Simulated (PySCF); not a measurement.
**[Hg(H2O)2]2+: other functionals and bases at one geometry**

Aim: see how levels, charges and forces of [Hg(H2O)2]2+ depend on the level of theory. The species was built from a template and needn't be a known compound.

Computed with PySCF 2.14.0. Level: several levels, as the steps say, no spin–orbit coupling.

1 further run of the same task is left out (for a known fault of the program).

### Step 1. Where the work starts

7 atoms, charge 2, spin multiplicity 1.

Bond lengths: Hg1–O2 2.047 Å, Hg1–O5 2.047 Å, O2–H3 0.981 Å, O2–H4 0.981 Å, O5–H6 0.981 Å, O5–H7 0.981 Å. Angles: O2–Hg1–O5 180.0°, Hg1–O2–H3 124.7°, Hg1–O2–H4 124.7°, H3–O2–H4 110.5°, Hg1–O5–H6 124.7°, Hg1–O5–H7 124.7°, H6–O5–H7 110.5°.

Coordinates:

| atom | x (Å) | y (Å) | z (Å) |
| --- | --- | --- | --- |
| Hg1 | 0.0000 | 0.0000 | 0.0000 |
| O2 | 0.0000 | 0.0000 | 2.0472 |
| H3 | 0.5698 | 0.5698 | 2.6058 |
| H4 | -0.5698 | -0.5698 | 2.6058 |
| O5 | 0.0000 | 0.0000 | -2.0472 |
| H6 | 0.5698 | -0.5698 | -2.6058 |
| H7 | -0.5698 | 0.5698 | -2.6058 |

Formal oxidation states: Hg +2. An earlier session relaxed this geometry at PBE0, Hg def2-SVP with ECP60, O def2-SVP, H def2-SVP (singlet, point group D2d).

At PBE0 on the finer grid: E = -305.302272 Eh, HOMO -21.86 eV, LUMO -14.32 eV, Mulliken charge on Hg1 +1.24 e, largest force component 0.007 eV/Å. 

Levels to run: CAM-B3LYP; r2SCAN; PBE0, TZVP. Hardware: 2 threads of AMD EPYC 9B45 (Zen 5), shared host.

### Step 2. CAM-B3LYP

The input, run.py (the lines that set the calculation):

```python
mol = gto.M(atom='''
Hg     0.00000     0.00000     0.00000
O      0.00000     0.00000     2.04723
H      0.56981     0.56981     2.60584
H     -0.56981    -0.56981     2.60584
O      0.00000     0.00000    -2.04723
H      0.56981    -0.56981    -2.60584
H     -0.56981     0.56981    -2.60584''',
    basis={'Hg': 'def2-SVP', 'O': 'def2-SVP', 'H': 'def2-SVP'},
    ecp={'Hg': 'def2-SVP'},
    charge=2, spin=0)
mf = dft.RKS(mol, xc='CAMB3LYP')
mf.grids.atom_grid = (75, 302)
mf = mf.density_fit()  # fitting sets: Hg def2-universal-JKFIT, O def2-universal-JKFIT, H def2-universal-JKFIT
mf.conv_tol = 1e-08; mf.max_cycle = 55
mf.kernel(dm0)  # dm0: the density of the relaxed state
```

The run is started by

```bash
$ OMP_NUM_THREADS=2 python run.py
```

### Step 3. r2SCAN

run.py (the lines that set the calculation), as its differences from that of step 2:

```diff
@@ -11,3 +11,3 @@
     charge=2, spin=0)
-mf = dft.RKS(mol, xc='CAMB3LYP')
+mf = dft.RKS(mol, xc='R2SCAN')
 mf.grids.atom_grid = (75, 302)
```

### Step 4. PBE0, TZVP

Basis: Hg def2-TZVP with ECP60, O def2-TZVP, H def2-TZVP. 

run.py (the lines that set the calculation), as its differences from that of step 3:

```diff
@@ -8,6 +8,6 @@
 H     -0.56981     0.56981    -2.60584''',
-    basis={'Hg': 'def2-SVP', 'O': 'def2-SVP', 'H': 'def2-SVP'},
-    ecp={'Hg': 'def2-SVP'},
+    basis={'Hg': 'def2-TZVP', 'O': 'def2-TZVP', 'H': 'def2-TZVP'},
+    ecp={'Hg': 'def2-TZVP'},
     charge=2, spin=0)
-mf = dft.RKS(mol, xc='R2SCAN')
+mf = dft.RKS(mol, xc='PBE0')
 mf.grids.atom_grid = (75, 302)
@@ -15,2 +15,2 @@
 mf.conv_tol = 1e-08; mf.max_cycle = 55
-mf.kernel(dm0)  # dm0: the density of the relaxed state
+mf.kernel(dm0)  # dm0: free metal ions and neutral atoms
```

Before running it: what results should come out? Wanted: for each run, HOMO; gap; charge on Hg1; dipole; largest force.

The runs gave:

| level | state | HOMO (eV) | gap (eV) | charge on Hg1 (e) | dipole (D) | largest force (eV/Å) | basis functions | time |
| --- | --- | --- | --- | --- | --- | --- | --- | --- |
| PBE0 (relaxed here) | singlet | -21.86 | 7.54 | 1.24 | 0.00 | 0.01 | 80 | 3.7 s |
| CAM-B3LYP | singlet | -23.37 | 10.22 | 1.22 | 0.00 | 0.18 | 80 | 2.1 s |
| r2SCAN | singlet | -20.42 | 5.17 | 1.23 | 0.00 | 0.14 | 80 | 2.7 s |
| PBE0, TZVP | singlet | -21.89 | 7.56 | 1.32 | 0.00 | 0.20 | 129 | 3.6 s |

Times are on 2 threads of AMD EPYC 9B45 (Zen 5), shared host; the first row also made further properties. The dipole of a charged species depends on the origin, so these sizes hold for this origin alone.

In one basis the HOMO–LUMO gap runs from 5.17 eV (r2SCAN) to 10.22 eV (CAM-B3LYP). The largest leftover force, 0.20 eV/Å with PBE0, TZVP, stands at a geometry relaxed at another level. The Mulliken charge on Hg spans +1.22 to +1.32 e over the levels. Total energies of different levels can't be compared. Spin–orbit coupling is left out throughout.
